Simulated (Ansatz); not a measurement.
# CH₇BOSi: up Jacob's ladder to CCSD(T)

An exercise on one series of results from a longer session: the logs are not shown, and one member is left open.

Method: functionals in def2-TZVPP, the program's frozen cores in correlated methods; program: Ansatz 0.2.0, Gaussian basis.

Levels to be run: LDA (SPW92), PBE-D4, revPBE-D4, BLYP-D4, r2SCAN-D4, B97M-V, PBE0-D4, B3LYP-D4, r2SCANh-D4, r2SCAN0-D4, HSE06-D4, BHLYP-D4, CAM-B3LYP-D4, LC-ωPBE, ωB97X-V, ωB97M-V, B2PLYP, PBE-QIDH; CCSD(T)/def2-SVP; CCSD(T)/def2-TZVPP; MP2/def2-QZVPP; extrapolation to the limit; RPA on PBE.

### The relaxed structure

The geometry comes from an earlier relaxation with PBE0-D4 in a triple-zeta def2 set; it is a stationary point, not always the lowest conformer.

SMILES `BCO[SiH3]`, 11 atoms, charge 0, spin multiplicity 1.

Atoms are counted from 1 here; the program's logs count them from 0.

Bond lengths: B1–C2 1.547 Å, B1–H5 1.197 Å, B1–H6 1.194 Å, C2–O3 1.414 Å, C2–H7 1.106 Å, C2–H8 1.106 Å, O3–Si4 1.643 Å, Si4–H9 1.481 Å, Si4–H10 1.491 Å, Si4–H11 1.491 Å. Angles: C2–B1–H5 117.4°, C2–B1–H6 122.2°, H5–B1–H6 120.5°, B1–C2–O3 115.4°, B1–C2–H7 107.4°, B1–C2–H8 107.4°, O3–C2–H7 111.1°, O3–C2–H8 111.1°, H7–C2–H8 103.6°, C2–O3–Si4 121.8°, O3–Si4–H9 106.7°, O3–Si4–H10 110.8°, O3–Si4–H11 110.8°, H9–Si4–H10 110.4°, H9–Si4–H11 110.4°, H10–Si4–H11 107.8°.

The first run:

File in.yaml:

```yaml
crystal:
  periodic: [false, false, false]
  atoms:
    - {symbol: B, position_ang: [-0.998011, 1.877448, -0.286500]}
    - {symbol: C, position_ang: [-0.120384, 0.611724, -0.435345]}
    - {symbol: O, position_ang: [-0.189461, -0.305374, 0.639130]}
    - {symbol: Si, position_ang: [0.681063, -1.699227, 0.646046]}
    - {symbol: H, position_ang: [-0.965461, 2.677740, -1.176225]}
    - {symbol: H, position_ang: [-1.686259, 2.064304, 0.670733]}
    - {symbol: H, position_ang: [-0.397885, 0.127405, -1.390564]}
    - {symbol: H, position_ang: [0.919776, 0.947671, -0.605921]}
    - {symbol: H, position_ang: [0.360724, -2.394028, 1.913542]}
    - {symbol: H, position_ang: [2.141279, -1.410544, 0.566259]}
    - {symbol: H, position_ang: [0.320120, -2.554019, -0.520553]}
basis:
  gaussian: {orbitals: def2-TZVPP}
hamiltonian: {xc: lda}
output: {orbitals: {seedname: orbitals}}
```

On the command line:

```console
> ansatz run in.yaml --threads 2 --pin off --events-out ev --progress --plain --max-ram 4352MiB
```

Steps of the session up to this table: LDA; PBE-D4 (GGA); revPBE-D4 (GGA); BLYP-D4 (GGA); r2SCAN-D4 (meta-GGA); B97M-V (meta-GGA); PBE0-D4 (hybrid); B3LYP-D4 (hybrid); r2SCANh-D4 (hybrid); r2SCAN0-D4 (hybrid); HSE06-D4 (hybrid); BHLYP-D4 (hybrid); CAM-B3LYP-D4 (range-separated); LC-ωPBE (range-separated); ωB97X-V (range-separated); ωB97M-V (range-separated); B2PLYP (double hybrid); PBE-QIDH (double hybrid).

One of the session's tables, all rows but one given; the rest of the session is left out.

It belongs to the step «Frontier levels by functional». 

```
  functional  HOMO (eV)  LUMO (eV)  gap (eV)
 LDA (SPW92)      -6.91      -2.83      4.07
      PBE-D4          ?          ?         ?
   revPBE-D4      -6.75      -2.44      4.31
     BLYP-D4      -6.70      -2.42      4.28
   r2SCAN-D4      -7.11      -2.12      4.99
      B97M-V      -7.30      -2.28      5.02
     PBE0-D4      -8.28      -1.50      6.78
    B3LYP-D4      -8.05      -1.76      6.30
  r2SCANh-D4      -7.67      -1.77      5.90
  r2SCAN0-D4      -8.51      -1.24      7.27
    HSE06-D4      -7.87      -1.89      5.99
    BHLYP-D4      -9.72      -0.46      9.26
CAM-B3LYP-D4      -9.70      -0.42      9.29
     LC-ωPBE     -11.03       0.84     11.87
     ωB97X-V     -10.72       0.71     11.43
     ωB97M-V     -10.64       0.42     11.06
```

**Question.** Estimate the row for PBE-D4.

As computed: HOMO (eV): -6.80; LUMO (eV): -2.56; gap (eV): 4.24. In the column «HOMO (eV)» it lies between LDA (SPW92) (-6.91) and revPBE-D4 (-6.75).
